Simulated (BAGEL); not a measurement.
# CH6O2Si (SMILES C[SiH](O)O): a chain of runs

Aim: the energy (HF/def2-SV(P)), then a single-point energy (NEVPT2(2,2)/def2-SV(P)), then a single-point energy (CASPT2(2,2)/def2-SV(P)) of CH6O2Si. 

Program for the calculation: BAGEL 1.2.2.

2 further runs of the same task are left out: 2 set aside as unsound or not needed.

### 1 The system as given

The species is CH6O2Si (10 atoms), meant as a singlet with charge 0. As SMILES, `C[SiH](O)O`. One bond was lengthened or shortened from a relaxed shape.

Bond lengths: C1–Si2 1.852 Å, Si2–O3 1.894 Å, Si2–O4 1.646 Å, C1–H5 1.093 Å, C1–H6 1.093 Å, C1–H7 1.092 Å, Si2–H8 1.484 Å, O3–H9 0.958 Å, O4–H10 0.958 Å. Some angles: C1–Si2–O3 105.2°, C1–Si2–O4 112.8°, O3–Si2–O4 112.2°, C1–Si2–H8 113.0°, O3–Si2–H8 110.8°, O4–Si2–H8 103.1°, Si2–C1–H5 111.0°, Si2–C1–H6 110.6°, Si2–C1–H7 110.8°, Si2–O3–H9 117.2°.

### 2 A single-point energy at HF/def2-SV(P) (density fitting with svp-jkfit) (run 1)

hf.json

```json
{ "bagel" : [

{
  "title" : "molecule",
  "basis" : "def2-sv_p_.json",
  "df_basis" : "svp-jkfit",
  "angstrom" : true,
  "geometry" : [
    { "atom" : "C", "xyz" : [   -1.312937,    0.548222,   -0.289516 ] },
    { "atom" : "Si", "xyz" : [    0.497563,    0.380422,    0.063684 ] },
    { "atom" : "O", "xyz" : [    0.650400,   -1.156000,    1.160800 ] },
    { "atom" : "O", "xyz" : [    1.405063,    0.258922,   -1.304716 ] },
    { "atom" : "H", "xyz" : [   -1.701037,   -0.349378,   -0.778716 ] },
    { "atom" : "H", "xyz" : [   -1.873337,    0.689522,    0.637684 ] },
    { "atom" : "H", "xyz" : [   -1.504337,    1.404222,   -0.940516 ] },
    { "atom" : "H", "xyz" : [    1.068663,    1.570322,    0.741584 ] },
    { "atom" : "H", "xyz" : [    1.521500,   -1.366900,    1.499800 ] },
    { "atom" : "H", "xyz" : [    1.172163,   -0.427178,   -1.932016 ] }
  ]
},
{
  "title" : "hf"
},
{
  "title" : "print",
  "file" : "orbitals.molden",
  "orbitals" : true
}

]}
```

The basis set def2-SV(P) is read from a file made from the Basis Set Exchange's data (not shown).

On the command line:

```console
$ BAGEL_NUM_THREADS=1 BAGEL hf.json > hf.out
```

Output:

```text
* using 1 threads per process

  ===============================================================
  ===============================================================

  *** Geometry ***

  { "atom" : "C", "xyz" : [     -2.481091,      1.035989,     -0.547106 ] },
  { "atom" : "Si", "xyz" : [      0.940258,      0.718893,      0.120345 ] },
  { "atom" : "O", "xyz" : [      1.229078,     -2.184523,      2.193594 ] },
[... 6 lines of this table left out ...]
  { "atom" : "H", "xyz" : [      2.215067,     -0.807249,     -3.650981 ] },

  Number of auxiliary basis functions:      465

  Since a DF basis is specified, we compute 2- and 3-index integrals:
    o Being stored without compression. Storage requirement is 0.019 GB

  Number of basis functions:       72
  Number of electrons      :       42

    * METHOD: MOLECULE                             0.32

  *** RHF ***

  === Nuclear Repulsion ===
   176.9274207779

      * DIIS with orbital gradients will be used.

  === RHF iteration (def2-sv_p_.json) ===
      0       -479.50849995          0.02672584           0.07
      1       -479.71288882          0.01693302           0.07
      2       -479.82523619          0.00181592           0.07
[... 10 lines of this table left out ...]
     13       -479.82714698          0.00000001           0.07
    * SCF iteration converged.

    * Permanent dipole moment:
           (    0.106842,    -0.031493,     0.449445) a.u.

    * METHOD: HF                                   1.16

    * METHOD: PRINT                                0.03

  ===============================================================
```

Wall time 1.7 s (1 thread of Arm Neoverse N1, shared host); peak memory 0.15 GiB.

### 3 A single-point energy at NEVPT2(2,2)/def2-SV(P) (density fitting with svp-jkfit) (run 2)

job.json

```json
{ "bagel" : [

{
  "title" : "molecule",
  "basis" : "def2-sv_p_.json",
  "df_basis" : "svp-jkfit",
  "angstrom" : "true",
  "geometry" : [
    { "atom" : "C", "xyz" : [   -1.312937,    0.548222,   -0.289516 ] },
    { "atom" : "Si", "xyz" : [    0.497563,    0.380422,    0.063684 ] },
    { "atom" : "O", "xyz" : [    0.650400,   -1.156000,    1.160800 ] },
    { "atom" : "O", "xyz" : [    1.405063,    0.258922,   -1.304716 ] },
    { "atom" : "H", "xyz" : [   -1.701037,   -0.349378,   -0.778716 ] },
    { "atom" : "H", "xyz" : [   -1.873337,    0.689522,    0.637684 ] },
    { "atom" : "H", "xyz" : [   -1.504337,    1.404222,   -0.940516 ] },
    { "atom" : "H", "xyz" : [    1.068663,    1.570322,    0.741584 ] },
    { "atom" : "H", "xyz" : [    1.521500,   -1.366900,    1.499800 ] },
    { "atom" : "H", "xyz" : [    1.172163,   -0.427178,   -1.932016 ] }
  ]
},
{ "title" : "hf" },
{ "title" : "nevpt2", "nstate" : 1, "nact" : 2, "nclosed" : 20, "active" : [13, 23], "maxiter" : 200, "natocc" : "true", "ncore" : 8 },
{ "title" : "print", "file" : "orbitals.molden", "orbitals" : "true" }

]}
```

The basis set def2-SV(P) is read from a file made from the Basis Set Exchange's data (not shown).

On the command line:

```console
$ BAGEL_NUM_THREADS=1 BAGEL job.json > job.out
```

Output:

```text
* using 1 threads per process

  ===============================================================
  ===============================================================

  *** Geometry ***

  { "atom" : "C", "xyz" : [     -2.481091,      1.035989,     -0.547106 ] },
  { "atom" : "Si", "xyz" : [      0.940258,      0.718893,      0.120345 ] },
  { "atom" : "O", "xyz" : [      1.229078,     -2.184523,      2.193594 ] },
[... 6 lines of this table left out ...]
  { "atom" : "H", "xyz" : [      2.215067,     -0.807249,     -3.650981 ] },

[... 23 lines left out ...]
    * SCF iteration converged.
[... 1 line left out ...]
    * Permanent dipole moment:
[... 28 lines left out ...]
    * Second-order optimization converged. *
[... 9 lines left out ...]
     * ci vector, state   0, <S^2> = 0.0000
       2.     0.9948468357
       .2    -0.1013892181

  === DF-NEVPT2 calculation ===

    * 3-index integral transformation done
    * assembly done

      NEVPT2 correlation energy:   -0.5587639199      0.18

          (+0)     -0.4848759257
          (+0)'    -0.0356551784
          (+1)     -0.0048947353
          (+1)'    -0.0000000000
          (+2)     -0.0004339618
          (-1)     -0.0284362146
          (-1)'     0.0000000000
          (-2)     -0.0044679041

      NEVPT2 total energy:       -480.4073280498

    * METHOD: NEVPT2                               5.43

    * METHOD: PRINT                                0.03

  ===============================================================
```

Run time: 7.2 s. Hardware: 1 thread of Arm Neoverse N1, shared host; peak memory 0.15 GiB.

### 4 The energy at CASPT2(2,2)/def2-SV(P) (density fitting with svp-jkfit) (run 3)

caspt2.json

```json
{ "bagel": [

{
  "title": "molecule",
  "basis": "def2-sv_p_.json",
  "df_basis": "svp-jkfit",
  "angstrom": "true",
  "geometry": [
    { "atom": "C", "xyz": [   -1.312937,    0.548222,   -0.289516 ] },
    { "atom": "Si", "xyz": [    0.497563,    0.380422,    0.063684 ] },
    { "atom": "O", "xyz": [    0.650400,   -1.156000,    1.160800 ] },
    { "atom": "O", "xyz": [    1.405063,    0.258922,   -1.304716 ] },
    { "atom": "H", "xyz": [   -1.701037,   -0.349378,   -0.778716 ] },
    { "atom": "H", "xyz": [   -1.873337,    0.689522,    0.637684 ] },
    { "atom": "H", "xyz": [   -1.504337,    1.404222,   -0.940516 ] },
    { "atom": "H", "xyz": [    1.068663,    1.570322,    0.741584 ] },
    { "atom": "H", "xyz": [    1.521500,   -1.366900,    1.499800 ] },
    { "atom": "H", "xyz": [    1.172163,   -0.427178,   -1.932016 ] }
  ]
},
{
  "title": "hf"
},
{
  "title": "casscf",
  "nstate": 1,
  "nact": 2,
  "nclosed": 20,
  "active": [13, 23],
  "maxiter": 200,
  "natocc": "true"
},
{
  "title": "print",
  "file": "orbitals.molden",
  "orbitals": "true"
},
{
  "title": "smith",
  "method": "caspt2",
  "ms": "true",
  "xms": "true",
  "sssr": "true",
  "shift": 0.2,
  "shift_imag": "true",
  "ncore": 8
}

]}
```

The basis set def2-SV(P) is read from a file made from the Basis Set Exchange's data (not shown).

On the command line:

```console
$ BAGEL_NUM_THREADS=1 BAGEL caspt2.json > caspt2.out
```

Output:

```text
* using 1 threads per process

  ===============================================================
  ===============================================================

  *** Geometry ***

  { "atom" : "C", "xyz" : [     -2.481091,      1.035989,     -0.547106 ] },
  { "atom" : "Si", "xyz" : [      0.940258,      0.718893,      0.120345 ] },
  { "atom" : "O", "xyz" : [      1.229078,     -2.184523,      2.193594 ] },
[... 6 lines of this table left out ...]
  { "atom" : "H", "xyz" : [      2.215067,     -0.807249,     -3.650981 ] },

[... 25 lines left out ...]
    * Permanent dipole moment:
[... 37 lines left out ...]
     * ci vector, state   0, <S^2> = 0.0000
[... 21 lines left out ...]
       #      aibj      arbs      arbi      airj      risj      airs      arst      rist         Etot      error   time
[... 10 lines left out ...]
      ------------------------------------------------------------------------------------------------------------------

    * CASPT2 energy : state  0     -480.4073561428
        w/o shift correction       -480.4050029763
        reference weight              0.8568156337

    * METHOD: SMITH                                0.90

  ===============================================================
```

Wall time 7.8 s (1 thread of Arm Neoverse N1, shared host); peak memory 0.16 GiB.

### 5 What came out

| quantity | value |
| --- | --- |
| run 1, HF/def2-SV(P): total energy | -479.82715 Eh |
| run 1, HF/def2-SV(P): dipole moment | 1.18 D |
| run 1, HF/def2-SV(P): HOMO energy | -12.36 eV |
| run 1, HF/def2-SV(P): LUMO energy | 4.34 eV |
| run 1, HF/def2-SV(P): HOMO–LUMO gap | 16.70 eV |
| run 2, NEVPT2(2,2)/def2-SV(P): total energy | -480.40733 Eh |
| run 3, CASPT2(2,2)/def2-SV(P): total energy | -480.40736 Eh |
